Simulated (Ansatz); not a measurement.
This script for Ansatz 0.2.0, Python API starts 8 runs on CH₅FSeSi, SMILES FC[SiH2][SeH]. What input does the engine get in each?

`run_scan.py`:
```python
"""Potential curve of CH5FSeSi along one bond."""

import ansatz as az
import numpy as np


def main() -> None:
    ch5fsesi = (
        az.Crystal.molecule()
        .atom("F", (-1.4101, 1.3563, -0.0597))
        .atom("C", (-0.168, 1.1028, 0.3098))
        .atom("Si", (0.0097, -0.7439, 0.4184))
        .atom("Se", (-0.2866, -1.6805, -1.6069))
        .atom("H", (0.0459, 1.5587, 1.2806))
        .atom("H", (0.5446, 1.5236, -0.4432))
        .atom("H", (-0.8791, -1.2789, 1.424))
        .atom("H", (1.4556, -1.039, 0.845))
        .atom("H", (0.7766, -0.8454, -2.185))
    )

    symbols = [site.symbol for site in ch5fsesi.cartesian_sites]
    start = np.array([site.position_ang for site in ch5fsesi.cartesian_sites])
    axis = (start[6] - start[2]) / np.linalg.norm(start[6] - start[2])
    moving = [6]
    lengths, energies = [1.23, 1.33, 1.44, 1.59, 1.81, 2.17, 2.6, 3.18], []
    for length in lengths:
        xyz = start.copy()
        xyz[moving] += (length - np.linalg.norm(start[6] - start[2])) * axis
        point = az.Crystal.molecule()
        for symbol, place in zip(symbols, xyz):
            point = point.atom(symbol, place.tolist())
        base = (
            point.calculation()
            .basis(gaussian="def2-SVP")
            .functional("pbe0", dispersion="d4")
        )
        r = base.run(threads=1).report
        energies.append(r["free_energy_ev"])
        print(f"r = {length:6.3f} A  E = {energies[-1]:.5f} eV  <S^2> = {abs(r['mean_field']['state']['spin_squared']):.3f}")

    print("energy above the lowest point (eV):", [round(e - min(energies), 3) for e in energies])


if __name__ == "__main__":
    main()
```

Run 1:
```yaml
crystal:
  periodic: [false, false, false]
  atoms:
    - { symbol: F, position_ang: [-1.4101, 1.3563, -0.0597] }
    - { symbol: C, position_ang: [-0.168, 1.1028, 0.3098] }
    - { symbol: Si, position_ang: [0.0097, -0.7439, 0.4184] }
    - { symbol: Se, position_ang: [-0.2866, -1.6805, -1.6069] }
    - { symbol: H, position_ang: [0.0459, 1.5587, 1.2806] }
    - { symbol: H, position_ang: [0.5446, 1.5236, -0.4432] }
    - { symbol: H, position_ang: [-0.7469657041273017, -1.199363717043324, 1.2745015212313395] }
    - { symbol: H, position_ang: [1.4556, -1.039, 0.845] }
    - { symbol: H, position_ang: [0.7766, -0.8454, -2.185] }
basis:
  gaussian:
    orbitals: def2-SVP
hamiltonian:
  xc: pbe0
  dispersion: d4
```

Run 2, against run 1:
```diff
-    - { symbol: H, position_ang: [-0.7469657041273017, -1.199363717043324, 1.2745015212313395] }
+    - { symbol: H, position_ang: [-0.8084832410482207, -1.2363932875346513, 1.3441032709249445] }
```

Run 3, against run 1:
```diff
-    - { symbol: H, position_ang: [-0.7469657041273017, -1.199363717043324, 1.2745015212313395] }
+    - { symbol: H, position_ang: [-0.8761525316612313, -1.277125815075111, 1.4206651955879097] }
```

Run 4, against run 1:
```diff
-    - { symbol: H, position_ang: [-0.7469657041273017, -1.199363717043324, 1.2745015212313395] }
+    - { symbol: H, position_ang: [-0.9684288370426096, -1.3326701708121018, 1.525067820128317] }
```

Run 5, against run 1:
```diff
-    - { symbol: H, position_ang: [-0.7469657041273017, -1.199363717043324, 1.2745015212313395] }
+    - { symbol: H, position_ang: [-1.103767418268631, -1.4141352258930215, 1.6781916694542476] }
```

Run 6, against run 1:
```diff
-    - { symbol: H, position_ang: [-0.7469657041273017, -1.199363717043324, 1.2745015212313395] }
+    - { symbol: H, position_ang: [-1.3252305511839388, -1.5474416796617994, 1.928757968351225] }
```

Run 7, against run 1:
```diff
-    - { symbol: H, position_ang: [-0.7469657041273017, -1.199363717043324, 1.2745015212313395] }
+    - { symbol: H, position_ang: [-1.58975595994389, -1.706668832774506, 2.2280454920337256] }
```

Run 8, against run 1:
```diff
-    - { symbol: H, position_ang: [-0.7469657041273017, -1.199363717043324, 1.2745015212313395] }
+    - { symbol: H, position_ang: [-1.9465576740852193, -1.9214403416242036, 2.631735640256634] }
```

```console
$ python run_scan.py
r =  1.230 A  E = -77033.60892 eV  <S^2> = 0.000
r =  1.330 A  E = -77034.22925 eV  <S^2> = 0.000
r =  1.440 A  E = -77034.50003 eV  <S^2> = 0.000
r =  1.590 A  E = -77034.44240 eV  <S^2> = 0.000
r =  1.810 A  E = -77033.92452 eV  <S^2> = 0.000
r =  2.170 A  E = -77032.72734 eV  <S^2> = 0.000
r =  2.600 A  E = -77031.39234 eV  <S^2> = 0.000
r =  3.180 A  E = -77030.08421 eV  <S^2> = 0.000
energy above the lowest point (eV): [0.891, 0.271, 0.0, 0.058, 0.576, 1.773, 3.108, 4.416]
```

Caveats:
- Total energies depend on the basis set; only differences at equal settings carry meaning.
- The rest of the molecule is held rigid at a force-field or estimated start geometry, and the basis set is modest; single-reference methods fail as a bond breaks.
- The orbitals are restricted, so S² is zero by construction.
- Toward dissociation an unrestricted state can lie under the restricted one, by tenths of an eV for polar bonds under a functional and by 1 to 2 eV or more for others.
- Timing: 28 s on 1 thread of Intel(R) Xeon(R) Processor @ 2.30GHz, on a shared host, peak memory 0.33 GiB.
